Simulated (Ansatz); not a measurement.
# Si3H6O: one species, many methods

One table from this session's results is given with a row withheld; the runs are named, their logs left out.

Program: Ansatz 0.2.0, Gaussian basis. Level of theory: functionals in def2-TZVPP, the program's frozen cores in correlated methods. These are calculated values, not measurements.

Plan: LDA (SPW92), PBE-D4, revPBE-D4, BLYP-D4, r2SCAN-D4, B97M-V, PBE0-D4, B3LYP-D4, r2SCANh-D4, r2SCAN0-D4, HSE06-D4, BHLYP-D4, CAM-B3LYP-D4, LC-ωPBE, ωB97X-V, ωB97M-V, B2PLYP, PBE-QIDH; CCSD(T)/def2-SVP; CCSD(T)/def2-TZVPP; MP2/def2-QZVPP; extrapolation to the limit; RPA on PBE.

## The geometry

All runs share one geometry, relaxed beforehand with PBE0-D4 in a triple-zeta def2 set.

SMILES `[SiH3][SiH]1O[SiH2]1`, 10 atoms, charge 0, spin multiplicity 1.

Atoms are counted from 1 here; the program's logs count them from 0.

Bond lengths: Si1–Si2 2.334 Å, Si1–H5 1.488 Å, Si1–H6 1.488 Å, Si1–H7 1.486 Å, Si2–O3 1.707 Å, Si2–Si4 2.197 Å, Si2–H8 1.489 Å, O3–Si4 1.691 Å, Si4–H9 1.483 Å, Si4–H10 1.484 Å. Angles: Si2–Si1–H5 111.3°, Si2–Si1–H6 108.6°, Si2–Si1–H7 109.3°, H5–Si1–H6 108.9°, H5–Si1–H7 109.3°, H6–Si1–H7 109.4°, Si1–Si2–O3 114.7°, Si1–Si2–Si4 124.5°, Si1–Si2–H8 113.5°, O3–Si2–Si4 49.4°, O3–Si2–H8 112.9°, Si4–Si2–H8 121.5°, Si2–O3–Si4 80.6°, Si2–Si4–O3 50.0°, Si2–Si4–H9 124.5°, Si2–Si4–H10 124.4°, O3–Si4–H9 114.1°, O3–Si4–H10 114.2° and more.

Set-up of the first run:

Input file in.yaml:

```yaml
crystal:
  periodic: [false, false, false]
  atoms:
    - {symbol: Si, position_ang: [-1.396932, 0.924992, -0.990216]}
    - {symbol: Si, position_ang: [-0.332816, -0.600695, 0.419094]}
    - {symbol: O, position_ang: [1.052366, -1.341076, -0.248960]}
    - {symbol: Si, position_ang: [1.779248, -0.481287, 1.013000]}
    - {symbol: H, position_ang: [-2.075650, 0.235697, -2.120792]}
    - {symbol: H, position_ang: [-2.414280, 1.670375, -0.200848]}
    - {symbol: H, position_ang: [-0.392845, 1.879096, -1.527716]}
    - {symbol: H, position_ang: [-1.264862, -1.575881, 1.048746]}
    - {symbol: H, position_ang: [2.411002, -1.339624, 2.044885]}
    - {symbol: H, position_ang: [2.717767, 0.577304, 0.565707]}
basis:
  gaussian: {orbitals: def2-TZVPP}
hamiltonian: {xc: lda}
output: {orbitals: {seedname: orbitals}}
```

On the command line:

```bash
$ ansatz run in.yaml --threads 2 --pin off --events-out ev --progress --plain --max-ram 4352MiB
```

Steps of the session up to this table: LDA; PBE-D4 (GGA); revPBE-D4 (GGA); BLYP-D4 (GGA); r2SCAN-D4 (meta-GGA); B97M-V (meta-GGA); B3LYP-D4 (hybrid); r2SCANh-D4 (hybrid); r2SCAN0-D4 (hybrid); HSE06-D4 (hybrid); BHLYP-D4 (hybrid); CAM-B3LYP-D4 (range-separated); LC-ωPBE (range-separated); ωB97X-V (range-separated); ωB97M-V (range-separated); B2PLYP (double hybrid); PBE-QIDH (double hybrid).

One of the session's tables, all rows but one given; the rest of the session is left out.

It belongs to the step «Frontier levels by functional». 

```
  functional  HOMO (eV)  gap (eV)
 LDA (SPW92)      -5.95      3.78
      PBE-D4      -5.83      3.84
   revPBE-D4      -5.78      3.87
     BLYP-D4      -5.67      3.85
   r2SCAN-D4      -6.04      4.25
      B97M-V      -6.13      4.17
     PBE0-D4          ?         ?
    B3LYP-D4      -6.68      5.32
  r2SCANh-D4      -6.42      4.92
  r2SCAN0-D4      -7.01      5.93
    HSE06-D4      -6.49      4.93
    BHLYP-D4      -7.80      7.55
CAM-B3LYP-D4      -8.10      7.96
     LC-ωPBE      -9.36     10.27
     ωB97X-V      -9.05      9.89
     ωB97M-V      -8.87      9.43
```

**Question.** Estimate the row for PBE0-D4.

**Answer.** HOMO (eV): -6.88; gap (eV): 5.69. In the column «HOMO (eV)» it lies between r2SCAN0-D4 (-7.01) and B3LYP-D4 (-6.68).
